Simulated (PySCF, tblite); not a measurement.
# C₃H₇F₃N₂: geometry, infrared bands and NMR shifts

Wanted: the infrared bands and NMR shifts of C₃H₇F₃N₂ (`CNNCC(F)(F)F`), by calculation.

Programs: tblite 0.8.0 and PySCF 2.14.0, with density-fitted response routines of our own. Each step states its level of theory. These are calculated values for one molecule in the gas phase, unless marked as measured. Atoms count from 0, in the outputs and in this text.

## Step 1: The molecule as given

15 atoms, charge 0, multiplicity 1; geometry from: force field or distance geometry start.

Bonds of the start (Å): C0–N1 1.48, N1–N2 1.38, N2–C3 1.44, C3–C4 1.50, C4–F5 1.37, C4–F6 1.37, C4–F7 1.39, C0–H8 1.11, C0–H9 1.11, C0–H10 1.09, N1–H11 1.07, N2–H12 1.05, C3–H13 1.12, C3–H14 1.12.

## Step 2: Optimising the geometry with GFN2-xTB

Job settings and geometry (Å):

```
{"job": {"kind": "relax", "xc": "GFN2-xTB", "basis": "xTB"}, "charge": 0, "multiplicity": 1}
C      2.076100     0.464200     0.624400
N      0.865000    -0.382300     0.609500
N      0.333100    -0.193800    -0.650900
C     -1.088200    -0.429600    -0.757200
C     -1.942400     0.413600     0.138200
F     -1.806400     1.752600    -0.140500
F     -1.748900     0.101300     1.458300
F     -3.269700     0.118400    -0.128900
H      1.876500     1.433100     1.118000
H      2.397000     0.635700    -0.419800
H      2.892100    -0.003300     1.177700
H      1.280100    -1.368600     0.620800
H      0.776700    -0.810800    -1.375500
H     -1.251500    -1.497500    -0.480900
H     -1.394100    -0.225000    -1.815100
```

Run with:

```console
$ OMP_NUM_THREADS=1 python probes_run.py task.json out
```

This one command runs all jobs of the session in turn.

**Question.** This job is followed by: GFN2-xTB harmonic vibrations, gas phase; GIAO PBE0/pcSseg-1 NMR shielding, non-relativistic, gas phase. What will the session give for the following? strongest single infrared mode (GFN2-xTB); zero-point energy (GFN2-xTB); 13C shifts against TMS (PBE0/pcSseg-1); 1H shifts against TMS (PBE0/pcSseg-1, means over atoms taken as alike); 15N shifts against NH3 (PBE0/pcSseg-1); 19F shifts against CFCl3 (PBE0/pcSseg-1, means over atoms taken as alike); surface potential, 1st and 99th percentile.

As calculated:

| quantity | value |
| --- | --- |
| strongest single infrared mode (GFN2-xTB) | 1056 cm⁻¹, 254 km/mol |
| zero-point energy (GFN2-xTB) | 68.9 kcal/mol |
| 13C shifts against TMS (PBE0/pcSseg-1) | 134.1, 57.8, 42.3 ppm |
| 1H shifts against TMS (PBE0/pcSseg-1, means over atoms taken as alike) | 3.20, 2.79, 2.73, 2.13 ppm |
| 15N shifts against NH3 (PBE0/pcSseg-1) | 95.8, 93.9 ppm |
| 19F shifts against CFCl3 (PBE0/pcSseg-1, means over atoms taken as alike) | -85.3 ppm |
| surface potential, 1st and 99th percentile | -1.46 V and 1.70 V |

**Reading.** Relaxing lowered the energy by 0.594 eV in 72 steps; the close pair that moved most is N1–H11, from 1.070 to 1.022 Å. No mode is imaginary among the 39: a minimum at this level. The strongest single mode, at 1056 cm⁻¹, moves mainly C4. Unscaled tight-binding wavenumbers are off by several per cent, some by more. Its intensities can rank the bands wrongly. The most deshielded hydrogen is H13, H14 (mean) (hydrogen on an sp3 CH2 bonded to N), at 3.20 ppm: its carbon carries N, which withdraws density. At PBE0/pcSseg-1: The largest span, 170 ppm, is at F5, F6, F7, where the paramagnetic term is -217 ppm.
